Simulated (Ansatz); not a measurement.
# ClH3S3Zr: the cost of one run

Program: Ansatz 0.2.0, Gaussian basis. Level of theory: the settings change from run to run. These are calculated values, not measurements.

**1. The geometry**

The geometry comes from an earlier relaxation with PBE0-D4 in a triple-zeta def2 set; it is a stationary point, not always the lowest conformer. Zr takes a core potential in def2 sets; no spin-orbit term is included.

8 atoms, charge 0, spin multiplicity 1.

Atoms are counted from 1 here; the program's logs count them from 0.

Bond lengths: S1–Zr2 2.419 Å, S1–H6 1.350 Å, Zr2–S3 2.426 Å, Zr2–S4 2.417 Å, Zr2–Cl5 2.330 Å, S3–H7 1.349 Å, S4–H8 1.349 Å. Angles: Zr2–S1–H6 90.0°, S1–Zr2–S3 108.1°, S1–Zr2–S4 104.7°, S1–Zr2–Cl5 111.7°, S3–Zr2–S4 109.2°, S3–Zr2–Cl5 110.7°, S4–Zr2–Cl5 112.1°, Zr2–S3–H7 89.5°, Zr2–S4–H8 89.8°.

**2. r2SCAN0/def2-TZVP**

This run has charge +1, multiplicity 2.

Contents of in.yaml:

```yaml
crystal:
  periodic: [false, false, false]
  atoms:
    - {symbol: S, position_ang: [0.131551, 1.328917, 1.747383]}
    - {symbol: Zr, position_ang: [-0.429182, -0.350141, 0.099382]}
    - {symbol: S, position_ang: [0.120957, 0.532972, -2.091925]}
    - {symbol: S, position_ang: [1.030051, -2.211680, 0.596511]}
    - {symbol: Cl, position_ang: [-2.678971, -0.946904, 0.207289]}
    - {symbol: H, position_ang: [-0.943763, 2.055409, 1.373764]}
    - {symbol: H, position_ang: [0.934220, 1.438066, -1.510505]}
    - {symbol: H, position_ang: [1.835138, -1.846660, -0.421899]}
basis:
  gaussian: {orbitals: def2-TZVP}
total_charge: 1
magnetization: {spin_polarized: true, initial_magnetization: 1}
hamiltonian: {xc: {name: r2SCAN0}}
output: {forces: true}
```

On the command line:

```sh
> ansatz run in.yaml --threads 2 --pin off --events-out ev --progress --plain --max-ram 32768MiB --backend cpu
```

What time and memory should one allow on 2 threads of AMD EPYC 7R13, shared host?

About 63 s, with a peak of 1.1 GiB.
